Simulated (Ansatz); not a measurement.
# GaSiH7O (SMILES [SiH3][OH+][GaH3-]) at SVWN5/6-31G(d) (spherical functions)

What is the energy change on altering one bond length of GaSiH7O at SVWN5/6-31G* (spherical functions)? 

The results are computed with Ansatz 0.2.0.

67 further runs of the same task are left out: 1 that didn't finish, 66 set aside as unsound or not needed.

### Step 1. The molecule

GaSiH7O has 10 atoms, charge 0, and is taken as a singlet. As SMILES, `[SiH3][OH+][GaH3-]`. Geometry: relaxed at PBE0-D4/def2-TZVP.

Bond lengths: Si1–O2 1.685 Å, O2–Ga3 2.176 Å, Si1–H4 1.485 Å, Si1–H5 1.480 Å, Si1–H6 1.475 Å, O2–H7 0.960 Å, Ga3–H8 1.571 Å, Ga3–H9 1.583 Å, Ga3–H10 1.578 Å. Some angles: Si1–O2–Ga3 118.1°, Si1–O2–H7 117.7°, Ga3–O2–H7 112.1°, O2–Si1–H4 106.7°, O2–Si1–H5 110.5°, O2–Si1–H6 105.9°, O2–Ga3–H8 100.1°, O2–Ga3–H9 92.2°, O2–Ga3–H10 95.6°, H4–Si1–H5 110.0°.

### Step 2. A single-point energy at SVWN5/6-31G(d) (spherical functions)

Contents of job.yaml:

```yaml
crystal:
  periodic: [false, false, false]
  atoms:
    - {symbol: Si, position_ang: [-0.484700, 0.680100, -1.289300]}
    - {symbol: O, position_ang: [-0.772200, -0.233700, 0.097500]}
    - {symbol: Ga, position_ang: [0.882100, -0.551000, 1.475200]}
    - {symbol: H, position_ang: [-1.767100, 0.740000, -2.035000]}
    - {symbol: H, position_ang: [0.556000, 0.040700, -2.124900]}
    - {symbol: H, position_ang: [-0.069600, 2.013200, -0.814500]}
    - {symbol: H, position_ang: [-1.323900, -1.014800, 0.010100]}
    - {symbol: H, position_ang: [0.306600, 0.146600, 2.760300]}
    - {symbol: H, position_ang: [1.885600, 0.253500, 0.552600]}
    - {symbol: H, position_ang: [0.870300, -2.125600, 1.370900]}
basis:
  gaussian:
    orbitals: 6-31G_st_-spherical.json
hamiltonian:
  xc: {name: SVWN5}
accuracy: high
output: {orbitals: {seedname: orbitals}}
```

The basis set 6-31G* is read from a file made from the Basis Set Exchange's data (not shown).

Launch:

```sh
$ ansatz run job.yaml --threads 1 --pin off --max-ram 3480MiB --events-out events.jsonl --progress --plain --runs-dir runs
```

Standard output:

```text
Warning: RAYON_NUM_THREADS=1 ignored (pool sized by the plan → 1); use --threads N
Functional definition: SVWN5
  name "SVWN5"
  exchange = slater_x
  correlation = vwn5_c
1782 factors; integrals over basis functions are off by at most 4.7e-9 eV
mean field evaluation 1: about -62273.2238 eV, gradient 5.6e1 eV
mean field evaluation 2: about -62254.4791 eV, gradient 1.2e2 eV
mean field evaluation 4: about -62278.2637 eV, gradient 6.9e0 eV
mean field evaluation 8: about -62278.2996 eV, gradient 4.1e-2 eV
mean field evaluation 16: about -62278.2996 eV, gradient 2.1e-6 eV
mean field -62278.29959859 eV, -2288.6852965006 hartree, gradient 9.6e-9 eV, S^2 0.000000; 0 other end points of the search recorded, 0 dependent functions left out
reference -62278.29960375 eV, -2288.6852966902 hartree; 30, 30 occupied and 48, 48 virtual orbitals, 1782 factors
Total energy: -62278.29960375 eV, -2288.6852966902 hartree
```

Run time: 5.4 s. Hardware: 1 thread of Arm Neoverse V1, shared host; peak memory 0.2 GiB.

### Step 3. The distorted shape, same level

Contents of molecule.yaml:

```yaml
crystal:
  periodic: [false, false, false]
  atoms:
    - {symbol: Si, position_ang: [-0.816792, -0.386419, -1.669154]}
    - {symbol: O, position_ang: [-1.104292, -1.300219, -0.282354]}
    - {symbol: Ga, position_ang: [0.550008, -1.617519, 1.095346]}
    - {symbol: H, position_ang: [-2.099192, -0.326519, -2.414854]}
    - {symbol: H, position_ang: [0.223908, -1.025819, -2.504754]}
    - {symbol: H, position_ang: [-0.069600, 2.013200, -0.814500]}
    - {symbol: H, position_ang: [-1.655992, -2.081319, -0.369754]}
    - {symbol: H, position_ang: [-0.025492, -0.919919, 2.380446]}
    - {symbol: H, position_ang: [1.553508, -0.813019, 0.172746]}
    - {symbol: H, position_ang: [0.538208, -3.192119, 0.991046]}
basis:
  gaussian:
    orbitals: 6-31G_st_-spherical.json
hamiltonian:
  xc: {name: SVWN5}
accuracy: high
output: {orbitals: {seedname: orbitals}}
```

The basis set 6-31G* is read from a file made from the Basis Set Exchange's data (not shown).

Launch:

```sh
$ ansatz run molecule.yaml --threads 1 --pin off --max-ram 3480MiB --events-out events.jsonl --progress --plain --runs-dir runs
```

Standard output:

```text
Warning: RAYON_NUM_THREADS=1 ignored (pool sized by the plan → 1); use --threads N
[... 4 set-up lines as earlier in the session ...]
1781 factors; integrals over basis functions are off by at most 4.7e-9 eV
mean field evaluation 1: about -62270.0090 eV, gradient 5.6e1 eV
mean field evaluation 2: about -62220.4835 eV, gradient 1.5e2 eV
mean field evaluation 4: about -62273.4448 eV, gradient 1.8e1 eV
mean field evaluation 8: about -62275.1669 eV, gradient 5.0e-1 eV
mean field evaluation 16: about -62275.1560 eV, gradient 1.1e-4 eV
mean field -62275.15599812 eV, -2288.5697713141 hartree, gradient 5.1e-8 eV, S^2 0.000000; 0 other end points of the search recorded, 0 dependent functions left out
reference -62275.15600325 eV, -2288.5697715025 hartree; 30, 30 occupied and 48, 48 virtual orbitals, 1781 factors
Total energy: -62275.15600325 eV, -2288.5697715025 hartree
```

Run time: 5.4 s. Hardware: 1 thread of Arm Neoverse V1, shared host; peak memory 0.2 GiB.

### Step 4. Outcome

Level: SVWN5/6-31G* (spherical functions).

| quantity | value |
| --- | --- |
| first shape: total energy | -2288.68530 Eh |
| first shape: HOMO energy | -6.48 eV |
| first shape: LUMO energy | -1.75 eV |
| first shape: HOMO–LUMO gap | 4.73 eV |
| distorted shape: total energy | -2288.56977 Eh |
| distorted shape: HOMO energy | -6.40 eV |
| distorted shape: LUMO energy | -3.76 eV |
| distorted shape: HOMO–LUMO gap | 2.64 eV |
| energy change with the Si1–H6 bond stretched from 1.475 to 2.655 Å | 3.144 eV |

**Reading.** With the Si1–H6 bond stretched from 1.475 to 2.655 Å the energy rises by 3.14 eV (72 kcal/mol). The first shape isn't relaxed at this level, so the change isn't measured from a minimum.
